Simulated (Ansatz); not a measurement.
# C₃H₄AlI: how energies converge with the basis set

Aim: see how fast density functionals converge with the basis set for C₃H₄AlI.

Method: one geometry, several basis sets; program: Ansatz 0.2.0, Gaussian basis.

Plan: PBE0-D4/def2-SVP; ωB97M-V/def2-SVP; PBE0-D4/def2-QZVPP; ωB97M-V/def2-QZVPP; the functionals' def2-TZVPP values are taken from earlier runs.

1 further run of the same task is left out (for a known fault of the program). Runs told in other sessions of the task aren't counted.

## Step 1: Structure used throughout

All runs share one geometry, relaxed beforehand with PBE0-D4 in a triple-zeta def2 set. I takes the def2 core potential; no spin-orbit term is included.

SMILES `IC1=[CH][AlH][CH2]1`, 9 atoms, charge 0, spin multiplicity 1.

Atoms are counted from 1 here; the program's logs count them from 0.

Bond lengths: I1–C2 2.128 Å, C2–C3 1.343 Å, C2–C5 1.506 Å, C3–Al4 1.916 Å, C3–H6 1.081 Å, Al4–C5 1.972 Å, Al4–H7 1.583 Å, C5–H8 1.092 Å, C5–H9 1.092 Å. Angles: I1–C2–C3 123.4°, I1–C2–C5 119.0°, C3–C2–C5 117.6°, C2–C3–Al4 85.4°, C2–C3–H6 124.4°, Al4–C3–H6 150.2°, C3–Al4–C5 77.7°, C3–Al4–H7 140.8°, C5–Al4–H7 141.5°, C2–C5–Al4 79.3°, C2–C5–H8 112.8°, C2–C5–H9 112.8°, Al4–C5–H8 120.4°, Al4–C5–H9 120.4°, H8–C5–H9 108.0°.

## Step 2: PBE0-D4 in def2-SVP

The input, in.yaml:

```yaml
crystal:
  periodic: [false, false, false]
  atoms:
    - {symbol: I, position_ang: [0.697020, -2.508184, 1.269545]}
    - {symbol: C, position_ang: [0.347526, -0.653371, 0.285721]}
    - {symbol: C, position_ang: [1.304827, 0.034141, -0.358342]}
    - {symbol: Al, position_ang: [-0.077981, 1.304690, -0.736309]}
    - {symbol: C, position_ang: [-1.040017, -0.067534, 0.303628]}
    - {symbol: H, position_ang: [2.334761, -0.283839, -0.439236]}
    - {symbol: H, position_ang: [-0.305718, 2.686555, -1.474489]}
    - {symbol: H, position_ang: [-1.777679, -0.710814, -0.180443]}
    - {symbol: H, position_ang: [-1.394138, 0.152056, 1.312925]}
basis:
  gaussian: {orbitals: def2-SVP}
hamiltonian: {xc: pbe0, dispersion: d4}
output: {orbitals: {seedname: orbitals}}
```

Started as:

```sh
$ ansatz run in.yaml --threads 4 --pin off --events-out ev --progress --plain --max-ram 10444MiB
```

After this run come: ωB97M-V in def2-SVP; PBE0-D4 in def2-QZVPP; ωB97M-V in def2-QZVPP.

**Question.** What will the summary of the whole plan be? Wanted: PBE0-D4: double and triple zeta above quadruple; ωB97M-V: double and triple zeta above quadruple.

The runs gave:

| quantity | value |
| --- | --- |
| PBE0-D4: double and triple zeta above quadruple | 6.43, 0.40 eV |
| ωB97M-V: double and triple zeta above quadruple | 6.57, 0.39 eV |

What this shows: For PBE0-D4 the step from double to triple zeta gains 6.02 eV and the next only 0.40 eV. Total energies overstate the basis error of differences, where much of it tends to cancel.
